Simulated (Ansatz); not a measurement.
**Zn: one contact scaled**

An exercise on one series of results from a longer session: the logs are not shown, and one member is left open.

Program: Ansatz 0.2.0. Level of theory: DFT LDA, with the methods named in each step. These are calculated values, not measurements.

## Starting point

It takes space group P6_3/mmc (No. 194, hexagonal). Conventional cell: a = 2.785 Å, b = 2.785 Å, c = 4.512 Å, α = 90.00°, β = 90.00°, γ = 120.00°. Zn (site symmetry -6m2) has 12 Zn at 2.77 to 2.79 Å as nearest neighbours.

Coordinates:

```xyz
2
Lattice="2.7851 0.0000 0.0000 -1.3925 2.4119 0.0000 0.0000 0.0000 4.5118" Properties=species:S:1:pos:R:3 pbc="T T T"
Zn    0.0000    1.6080    1.1280
Zn    1.3925    0.8040    3.3839
```

Atoms are numbered in the order of the input: Zn1, Zn2.

Set-up of the first run:

File input.yaml:

```yaml
crystal:
  lattice:
    - [2.7850770257, 0.0, 0.0]
    - [-1.3925385129, 2.4119474558, 0.0]
    - [0.0, 0.0, 4.5118247817]
  atoms:
    - { symbol: Zn, position: [0.3333333333, 0.6666666667, 0.25] }
    - { symbol: Zn, position: [0.6666666667, 0.3333333333, 0.75] }
kpoints:
  mp_grid: { grid: [12, 12, 7] }
scf:
  occupations: { method: fermi_dirac, width: 0.05 }
hamiltonian:
  xc: lda
  pseudopotentials: { kind: paw }
output:
  forces: true
  stress: true
  eigenvalues: true
  efg: { contact_densities: true }
  populations: true
```

Started as:

```bash
ansatz run input.yaml --threads 1 --pin off --max-ram 2048MiB --backend cpu --events-out ev --progress --plain --runs-dir out
```

Steps of the session up to this table: Shortest bond scaled by 1, PAW; Shortest bond scaled by 0.82, PAW; Shortest bond scaled by 0.76, PAW; Shortest bond scaled by 0.7, PAW; Shortest bond scaled by 0.64, PAW; Shortest bond scaled by 0.64, PAW (source ansatz).

One of the session's tables, all rows but one given; the rest of the session is left out.

```
             method  length (Å)  F from the given length (eV/cell)  force along the bond (eV/Å)  pressure (GPa)  largest force (eV/Å)
                PAW       1.773                              3.315                       13.825           41.36                13.861
                PAW       1.939                              1.637                        7.105           19.53                 7.156
                PAW       2.105                              0.777                        3.618            6.16                 3.681
                PAW       2.272                              0.341                        1.818           -1.80                 1.886
                PAW       2.770                                  ?                            ?               ?                     ?
PAW (source ansatz)       1.773                                  –                       14.010           41.97                14.046
```

**Question.** Estimate the row for PAW, 2.770.

The run gave: F from the given length (eV/cell): 0.000; force along the bond (eV/Å): 0.000; pressure (GPa): -9.63; largest force (eV/Å): 0.000.
